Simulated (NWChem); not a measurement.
# One shape, several levels: CH5ClO2Si2 (SMILES O=C([SiH3])[SiH](O)Cl)

We compute a comparison of 3 runs (HF/def2-SVP, PBE0/def2-SVP, wB97X/6-311+G**) of CH5ClO2Si2. 

Program for the calculation: NWChem 7.3.0.

## (1) The molecule

CH5ClO2Si2 has 11 atoms, charge 0, and is taken as a singlet. SMILES: `O=C([SiH3])[SiH](O)Cl`. The shape is that of a PBE0-D4/def2-TZVP optimisation. This is one conformer, not always the lowest.

Bond lengths: O1–C2 1.218 Å, C2–Si3 1.936 Å, C2–Si4 1.931 Å, Si4–O5 1.625 Å, Si4–Cl6 2.054 Å, Si3–H7 1.482 Å, Si3–H8 1.484 Å, Si3–H9 1.486 Å, Si4–H10 1.477 Å, O5–H11 0.965 Å. Some angles: O1–C2–Si3 120.2°, O1–C2–Si4 114.7°, Si3–C2–Si4 125.0°, C2–Si4–O5 105.4°, C2–Si4–Cl6 104.7°, O5–Si4–Cl6 113.5°, C2–Si3–H7 108.8°, C2–Si3–H8 107.5°, C2–Si3–H9 108.8°, C2–Si4–H10 116.0°.

## (2) Energy and gradient at HF/def2-SVP (run 1)

struct.nw

```
start struct
title "CH5ClO2Si2"
memory 2200 mb
charge 0

geometry noautosym nocenter noautoz
   O    -0.006200   -1.737000    0.477400
   C     0.132300   -0.618600    0.016000
   Si    0.611300   -0.386100   -1.845600
   Si   -0.282900    0.815800    1.240900
   O    -0.657300    0.090100    2.645700
   Cl   -1.867600    1.795300    0.376400
   H     1.504400   -1.497500   -2.251600
   H    -0.645100   -0.402900   -2.636100
   H     1.283800    0.929100   -2.007000
   H     0.783200    1.816000    1.450400
   H    -0.790400   -0.861300    2.554100
end

basis spherical bse
   * library def2-SVP
end

scf
   thresh 1e-08
   maxiter 80
end

task scf gradient
```

Started as:

```bash
$ nwchem struct.nw > struct.out
```

What it wrote:

```text
[...]
  functions       =   121
[...]
  wavefunction    = RHF
[...]
         Total SCF energy =  -1227.461662405693
      One-electron energy =  -2550.657883398965
      Two-electron energy =    895.068522622795
 Nuclear repulsion energy =    428.127698370477
        Time for solution =     24.8s
[...]
                         RHF ENERGY GRADIENTS
    atom               coordinates                        gradient
                 x          y          z           x          y          z
   1 O      -0.011716  -3.282454   0.902155   -0.003334  -0.026516   0.011592
   2 C       0.250011  -1.168984   0.030236    0.002608   0.021884  -0.012637
   3 Si      1.155189  -0.729623  -3.487678   -0.000081   0.003217   0.004312
   4 Si     -0.534603   1.541638   2.344961   -0.008851  -0.002307  -0.003344
   5 O      -1.242117   0.170264   4.999648    0.003915   0.019146   0.001220
   6 Cl     -3.529252   3.392625   0.711293    0.005565  -0.003152   0.002582
   7 H       2.842904  -2.829865  -4.254907    0.001048  -0.002292  -0.000306
   8 H      -1.219062  -0.761371  -4.981507   -0.002067  -0.000018  -0.000898
   9 H       2.426030   1.755744  -3.792680    0.000715   0.001885  -0.000557
  10 H       1.480033   3.431742   2.740859    0.002321   0.003641   0.002046
  11 H      -1.493639  -1.627621   4.826549   -0.001840  -0.015489  -0.004010
[...]
```

It took 31 s on 1 thread of AMD EPYC 9R14 (Zen 4), shared host; peak memory 0.1 GiB.

## (3) Energy and gradient at PBE0/def2-SVP (run 2)

job.nw

```
start job
memory total 2200 mb
charge 0

geometry noautosym nocenter noautoz
O     -0.006200    -1.737000     0.477400
C      0.132300    -0.618600     0.016000
Si     0.611300    -0.386100    -1.845600
Si    -0.282900     0.815800     1.240900
O     -0.657300     0.090100     2.645700
Cl    -1.867600     1.795300     0.376400
H      1.504400    -1.497500    -2.251600
H     -0.645100    -0.402900    -2.636100
H      1.283800     0.929100    -2.007000
H      0.783200     1.816000     1.450400
H     -0.790400    -0.861300     2.554100
end

basis spherical bse
* library def2-SVP
end

dft
xc pbe0
grid fine
convergence energy 1e-08
iterations 100
mulliken
print low
end

task dft gradient
```

Started as:

```bash
$ nwchem job.nw > job.out
```

What it wrote:

```text
[...]
 d= 0,ls=0.0,diis     1  -1229.5798194666 -1.66D+03  1.54D-02  1.25D+00     2.7
[...]
 d= 0,ls=0.0,diis    11  -1229.7318753982 -1.23D-09  4.07D-07  3.02D-09    24.3
         Total DFT energy =    -1229.731875398203
      One electron energy =    -2551.609747533821
           Coulomb energy =      987.743719607480
    Exchange-Corr. energy =      -93.993545842339
 Nuclear repulsion energy =      428.127698370477
[...]
                         DFT ENERGY GRADIENTS
    atom               coordinates                        gradient
                 x          y          z           x          y          z
   1 O      -0.011716  -3.282454   0.902155    0.001027   0.002450  -0.001901
   2 C       0.250011  -1.168984   0.030236   -0.000350  -0.000923  -0.000634
   3 Si      1.155189  -0.729623  -3.487678    0.000146  -0.000096  -0.000959
   4 Si     -0.534603   1.541638   2.344961   -0.006557  -0.004403   0.007848
   5 O      -1.242117   0.170264   4.999648    0.002753   0.003958  -0.011772
   6 Cl     -3.529252   3.392625   0.711293    0.005221  -0.002814   0.002994
   7 H       2.842904  -2.829865  -4.254907   -0.001663   0.001975   0.001085
   8 H      -1.219062  -0.761371  -4.981507    0.002299   0.000280   0.001777
   9 H       2.426030   1.755744  -3.792680   -0.001307  -0.002427   0.000742
  10 H       1.480033   3.431742   2.740859   -0.001812  -0.001459  -0.000276
  11 H      -1.493639  -1.627621   4.826549    0.000242   0.003459   0.001096
[...]
```

Run time: 32 s. Hardware: 1 thread of AMD EPYC 9R14 (Zen 4), shared host; peak memory 0.14 GiB.

## (4) Energy and gradient at wB97X/6-311+G(d,p) (run 3)

ch5clo2si2.nw

```
start ch5clo2si2
title "CH5ClO2Si2 wB97X"
memory stack 880 mb heap 220 mb global 1100 mb

geometry units angstroms noautosym nocenter noautoz
 O       -0.006200      -1.737000       0.477400
 C        0.132300      -0.618600       0.016000
 Si       0.611300      -0.386100      -1.845600
 Si      -0.282900       0.815800       1.240900
 O       -0.657300       0.090100       2.645700
 Cl      -1.867600       1.795300       0.376400
 H        1.504400      -1.497500      -2.251600
 H       -0.645100      -0.402900      -2.636100
 H        1.283800       0.929100      -2.007000
 H        0.783200       1.816000       1.450400
 H       -0.790400      -0.861300       2.554100
end

basis spherical bse
 * library 6-311+G**
end

dft
 xc wb97x
 grid fine
 convergence energy 1e-08
 iterations 100
 mulliken
 noprint "final vectors analysis"
end

task dft gradient
```

Started as:

```bash
$ nwchem ch5clo2si2.nw > ch5clo2si2.out
```

What it wrote:

```text
[...]
          Wavefunction type:  closed shell.
          No. of atoms     :    11
          No. of electrons :    72
[...]
          Charge           :     0
          Spin multiplicity:     1
[...]
          AO basis - number of functions:   186
[...]
              XC Information
              --------------
                       wb97x  Method XC Functional
                     Hartree-Fock (Exact) Exchange  1.000
                         wb97x Exchange Functional  1.000
                      wb97x Correlation Functional  1.000
[...]
 d= 0,ls=0.0,diis     1  -1230.6678109627 -1.66D+03  8.60D-03  2.45D+00    31.0
[...]
 d= 0,ls=0.0,diis    12  -1230.8339863656 -2.60D-09  4.67D-07  2.00D-09   437.8
         Total DFT energy =    -1230.833986365601
      One electron energy =    -2552.089665302562
           Coulomb energy =      987.721389541838
    Exchange-Corr. energy =      -94.593408975354
 Nuclear repulsion energy =      428.127698370477
[...]
  wavefunction    = closed shell
[...]
```

Run time: 10 min. Hardware: 1 thread of AMD EPYC 9R14 (Zen 4), shared host; peak memory 0.15 GiB.

## (5) The series

| run | level | iteration cap | module | energy (Eh) | dipole moment (D) | largest force (eV/Å) | wall time |
| --- | --- | --- | --- | --- | --- | --- | --- |
| 1 | HF/def2-SVP | 80 | scf | -1227.461662 | 1.95 | 1.498 | 31 s |
| 2 | PBE0/def2-SVP | 100 | dft | -1229.731875 | – | 0.654 | 32 s |
| 3 | wB97X/6-311+G** | 100 | dft | -1230.833986 | 2.05 | 0.505 | 10 min |

## (6) Summary of results

```
                       quantity           value
            run 3: total energy  -1230.83399 Eh
           run 3: dipole moment          2.05 D
run 3: largest force on an atom      0.505 eV/Å
```

In words: Totals of different functionals can't be ranked against each other. All runs together took 11 min, the longest 10 min.
